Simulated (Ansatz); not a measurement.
# YCo2: the cost of one run

Program: the Python package of Ansatz 0.2.0. Level of theory: DFT PBEsol, plane waves, PAW. These are calculated values, not measurements.

## (1) The structure

The structure is cubic, space group Fd-3m (No. 227). The conventional cell has a = 7.215 Å, b = 7.215 Å, c = 7.215 Å, α = 90.00°, β = 90.00°, γ = 90.00°. Y (site symmetry -43m) is surrounded by 12 Co at 2.99 Å and 4 Y at 3.12 Å. Around Co (site symmetry -3m) lie 6 Co at 2.55 Å and 6 Y at 2.99 Å.

No structure file is read: the coordinates are typed or built in the script.

## (2) The code

Contents of run_jij.py:

```python
import ansatz as az
import numpy as np

lattice = az.Lattice.of(
    [0.0, 3.6075, 3.6075],
    [3.6075, 0.0, 3.6075],
    [3.6075, 3.6075, 0.0],
)
sites = [
    ("Y", [0.0, 0.0, 0.0], 0.0),
    ("Y", [0.25, 0.25, 0.25], 0.0),
    ("Co", [0.625, 0.625, 0.625], 3.2),
    ("Co", [0.125, 0.625, 0.625], -3.2),
    ("Co", [0.625, 0.625, 0.125], 3.2),
    ("Co", [0.625, 0.125, 0.625], -3.2),
]
cell = az.Crystal(lattice=lattice)
for symbol, position, moment in sites:
    cell = cell.atom(symbol, position, moment=moment or None)

calc = (
    cell.calculation()
    .functional(az.Functional.PBESOL)
    .basis(550)
    .kpoints(7, center="gamma")
    .occupations("Gaussian", width=0.1)
    .spin("collinear")
    .eigenstates(nscf_kmesh=(5, 5, 5))
    .exchange_couplings(magnetic=["Co"])
)
couplings = calc.run(threads=1, backend="cpu").exchange_couplings().to_plain()
for atom in couplings["atoms"]:
    print(atom["site"]["symbol"], atom["role"], "moment", round(atom["moment_mub"], 3), "muB")
shells = {}
for pair in couplings["pairs"]:
    key = (pair["site"], pair["partner"], round(float(np.linalg.norm(pair["displacement_ang"])), 2))
    shells.setdefault(key, []).append(1000 * pair["coupling_ev"])
print("site partner distance (A)  count  mean J (meV)")
for (i, j, d), values in sorted(shells.items(), key=lambda item: item[0][2])[:6]:
    print(f"{i:4d} {j:7d} {d:12.2f} {len(values):6d} {np.mean(values):13.3f}")
print("mean-field order:", couplings["mean_field_order"])
```

## (3) The input behind the calls

The engine receives this input:

```yaml
crystal:
  lattice:
    - [0.0, 3.6075, 3.6075]
    - [3.6075, 0.0, 3.6075]
    - [3.6075, 3.6075, 0.0]
  atoms:
    - { symbol: "Y", position: [0.0, 0.0, 0.0] }
    - { symbol: "Y", position: [0.25, 0.25, 0.25] }
    - { symbol: Co, position: [0.625, 0.625, 0.625], spin: 3.2 }
    - { symbol: Co, position: [0.125, 0.625, 0.625], spin: -3.2 }
    - { symbol: Co, position: [0.625, 0.625, 0.125], spin: 3.2 }
    - { symbol: Co, position: [0.625, 0.125, 0.625], spin: -3.2 }
basis:
  ecutwfc: 550.0
kpoints:
  mp_grid:
    grid: [7, 7, 7]
    shift: [0.0, 0.0, 0.0]
hamiltonian:
  xc: pbesol
magnetization:
  spin_polarized: true
scf:
  occupations:
    method: gaussian
    width: 0.1
output:
  eigenstates:
    nscf_kmesh:
      grid: [5, 5, 5]
    exchange_couplings:
      magnetic:
        - { species: Co }
```

## (4) The run

The run is started by

```console
$ python run_jij.py
```

**Question.** How long does this script take on 1 thread of Arm Neoverse V2, shared host, and how much memory does it need?

About 11 min, with a peak of 1.1 GiB.
